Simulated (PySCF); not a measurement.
# InB: from the state search to spectroscopic constants

Aim: find the lowest electronic state of InB, scan its bond at several levels of theory, and get bond length, wavenumber and dissociation energy from each curve.

Method: In def2-SVP with ECP28, B def2-SVP, scalar-relativistic core potentials; program: PySCF 2.14.0.

### 1 Input

Settings of the job:

- atoms: In, B
- charge: 0
- basis: In def2-SVP with ECP28, B def2-SVP
- Hamiltonian: scalar-relativistic core potentials
- basis functions: 40
- electrons treated: 26
- masses in u: 114.9039, 11.0093
- levels: PBE0, PBE, r²SCAN, BLYP, B97-3, B3LYP, ωB97X, HF, MP2, SCS-MP2, CCSD, CCSD(T)
- grid: 80 radial by 434 angular points
- occupations: held fixed by the projection of orbital angular momentum
- dissociation limit: In + B, each in its ground configuration
- starting distance in angstrom: 2.205
- values of 2S to try: 0, 2

On the command line:

```
$ OMP_NUM_THREADS=1 python dia.py task.json out
```

The runs that follow: First curve: PBE0; Excited determinants; PBE; r²SCAN (meta-GGA); BLYP; B97-3 (global hybrid GGA); B3LYP; ωB97X (range-separated hybrid); UHF; MP2 and coupled cluster.

What does the calculation give? Wanted: for each run, Re; ωe; De; μ.

As calculated:

Lowest PBE0 solution found, without spin–orbit coupling: ³Π (triplet), unpaired electrons σ ↑, π ↑. State 2 has its PBE0 minimum 0.07 eV higher. State 3 has its PBE0 minimum 0.19 eV higher, as a spin-mixed determinant (⟨S²⟩ = 1.02), so this is no gap between pure states. State 4 has its PBE0 minimum 0.31 eV higher, as a spin-mixed determinant (⟨S²⟩ = 1.00), so this is no gap between pure states. The other levels ran on the lowest alone.

| level | Re (Å) | ωe (cm⁻¹) | De (eV) | μ (D) |
| --- | --- | --- | --- | --- |
| UHF | 2.441 | 398 | 1.02 | -1.78 |
| UHF-MP2 | 2.414 | 417 | 1.42 | n/a |
| UHF-SCS-MP2 | 2.421 | 413 | 1.26 | n/a |
| UHF-CCSD | 2.428 | 398 | 1.33 | n/a |
| UHF-CCSD(T) | 2.429 | 395 | 1.41 | n/a |
| PBE | 2.460 | 356 | 1.94 | -1.77 |
| BLYP | 2.496 | 333 | 1.70 | -1.80 |
| r²SCAN | 2.431 | 380 | 1.91 | -1.64 |
| B3LYP | 2.457 | 362 | 1.63 | -1.87 |
| PBE0 | 2.429 | 384 | 1.79 | -1.84 |
| B97-3 | 2.452 | 375 | 1.70 | -2.15 |
| ωB97X | 2.407 | 409 | 1.68 | -1.95 |

De is counted to In + B in their ground configurations. A positive dipole means In(−)B(+).

Differences from CCSD(T) in the same basis:

| level | Re (mÅ) | ωe (%) |
| --- | --- | --- |
| UHF | +12 | +0.6 |
| UHF-MP2 | -15 | +5.4 |
| UHF-SCS-MP2 | -8 | +4.4 |
| UHF-CCSD | -2 | +0.7 |
| PBE | +30 | -9.8 |
| BLYP | +66 | -15.7 |
| r²SCAN | +1 | -3.7 |
| B3LYP | +28 | -8.4 |
| PBE0 | 0 | -2.9 |
| B97-3 | +23 | -5.2 |
| ωB97X | -22 | +3.5 |

**Reading.** Against CCSD(T) in the same basis, the bond length is nearest at PBE0 (0 mÅ) and farthest at BLYP (+66 mÅ); the wavenumber is nearest at UHF (+0.6 %) and farthest at BLYP (-15.7 %). CCSD(T) in a basis this small is itself some way from its limit, more so than the functionals. Among the levels with a De in the table, it runs from 1.02 eV (UHF) to 1.94 eV (PBE).

Correlated steps freeze 5 core orbitals. These are scalar-relativistic numbers at best; spin–orbit coupling would shift them, the dissociation energy most.
